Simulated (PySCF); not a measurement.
# Accurate constants of BaCl, step by step

One table from this session's results is given with a row withheld; the runs are named, their logs left out.

The runs use PySCF 2.14.0; CCSD(T) on ROHF, spin-free X2C with a Gaussian nucleus.

The first run:

```
molecule             : BaCl
state                : doublet, unpaired electrons σ ↑
smaller basis        : Ba cc-pwCVDZ-X2C, Cl aug-cc-pVDZ-DK
larger basis         : Ba cc-pwCVTZ-X2C, Cl aug-cc-pVTZ-DK
frozen core orbitals : 28
extrapolation        : correlation as n⁻³ (n = 2, 3), Hartree–Fock as (n+1)·exp(−9√n)
corrections          : none
distances (Å)        : 2.3624, 2.4697, 2.5771, 2.6845, 2.7919, 2.9261, 3.0603
masses (u)           : 137.9052, 34.9689
dissociation limit   : Ba + Cl
```

On the command line:

```sh
> OMP_NUM_THREADS=4 python comp.py task.json out
```

One table of the session follows, with a row left open; its other results are not shown here.

Parts of the energy along the bond, in eV from Ba + Cl:

| R (Å) | HF/CBS | CCSD corr. | (T) |
| --- | --- | --- | --- |
| 2.3624 | -3.152 | -0.618 | -0.0728 |
| 2.4697 | -3.673 | -0.528 | -0.0633 |
| 2.5771 | -3.973 | -0.454 | -0.0554 |
| 2.6845 | -4.117 | -0.393 | -0.0490 |
| 2.7919 | -4.149 | -0.343 | -0.0438 |
| 2.9261 | ? | ? | ? |
| 3.0603 | -3.947 | -0.253 | -0.0346 |

**Question.** Estimate the row for R (Å) = 2.9261.

Worked estimate for «HF/CBS». A straight line through the neighbours (2.7919, -4.149) and (3.0603, -3.947) gives -4.149 + (-3.947 + 4.149) × (2.9261 − 2.7919) / (3.0603 − 2.7919) = -4.048; a parabola fitted to 3 rows on both sides gives -4.098.

The run gave: HF/CBS: -4.085; CCSD corr.: -0.293; (T): -0.0386. In «HF/CBS» the line misses by +0.037 and the parabola by -0.013.

To keep in mind: An extrapolation from double and triple zeta is rough, so this isn't yet the limit.
